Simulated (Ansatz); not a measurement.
# Ti5Si: the cost of one run

Computed with Ansatz 0.2.0 (DFT PBEsol, scalar-relativistic, plane waves, PAW, unless a step's input says otherwise).

1 further run of the same task is left out (set aside as unsound or not needed).

### Step 1. The structure to begin with

Symmetry: R32, No. 155, trigonal system. The conventional cell has a = 4.980 Å, b = 4.980 Å, c = 13.197 Å, α = 90.00°, β = 90.00°, γ = 120.00°. Ti (site symmetry 3) has 9 Ti at 2.80 to 2.90 Å and 3 Si at 2.88 Å as nearest neighbours. Around Ti (site symmetry 2) lie 8 Ti at 2.65 to 2.85 Å and 2 Si at 2.68 Å. Si (site symmetry 32) has 12 Ti at 2.68 to 2.88 Å as nearest neighbours.

Coordinates:

```
Ti Si
1.0
     2.48977    1.43747    4.39908
    -2.48977    1.43747    4.39908
     0.00000   -2.87494    4.39908
Ti Si
5 1
Direct
  0.15122 0.15122 0.15122
  0.60462 0.39538 0.00000
  0.00000 0.60462 0.39538
  0.84878 0.84878 0.84878
  0.39538 0.00000 0.60462
  0.50000 0.50000 0.50000
```

It goes back to an entry of the Materials Project, which need not be the stable form.

It is the result of an earlier relaxation at this level (volume 15.74 Å³/atom; gap on the mesh: none (metal)).

### Step 2. Static run: bands, density of states and charges

File input.yaml:

```yaml
crystal:
  lattice:
    - [2.4897678666, 1.437468148, 4.3990762167]
    - [-2.4897678666, 1.437468148, 4.3990762167]
    - [0.0, -2.8749362961, 4.3990762167]
  atoms:
    - { symbol: Ti, position: [0.1512178645, 0.1512178645, 0.1512178645] }
    - { symbol: Ti, position: [0.6046246916, 0.3953753084, 0.0] }
    - { symbol: Ti, position: [0.0, 0.6046246916, 0.3953753084] }
    - { symbol: Ti, position: [0.8487821355, 0.8487821355, 0.8487821355] }
    - { symbol: Ti, position: [0.3953753084, 0.0, 0.6046246916] }
    - { symbol: Si, position: [0.5, 0.5, 0.5] }
basis:
  ecutwfc: 420
kpoints:
  mp_grid: { grid: [12, 12, 12] }
  band_path:
    path:
      - [[0.0, 0.0, 0.0], [0.5, 0.5, 0.5], [0.76214936, 0.23785064, 0.5]]
      - [[0.5, -0.23785064, 0.23785064], [0.5, 0.0, 0.0], [0.0, 0.0, 0.0], [0.36892532, -0.36892532, 0.0]]
      - [[0.63107468, 0.0, 0.36892532], [0.5, 0.0, 0.5], [0.0, 0.0, 0.0]]
    npoints: 14
hamiltonian:
  xc: pbesol
scf:
  occupations: { method: gaussian, width: 0.1 }
  n_extra_bands: 15
output:
  forces: true
  stress: true
  eigenvalues: true
  populations: true
  dos: { projected: true, de: 0.02, nscf_kmesh: { grid: [18, 18, 18] } }
  bader: true
  write_density: true
  write_potential: true
  elf: true
  volumetric_format: npy
```

On the command line:

```sh
$ ansatz run input.yaml --threads 1 --pin off --max-ram 2560MiB --backend cpu --events-out ev --progress --plain --runs-dir out
```

**Question.** How long does this run take on 1 thread of AMD EPYC 9R45 (Zen 5), shared host, and how much memory does it need?

About 1.9 min, with a peak of 1.6 GiB.
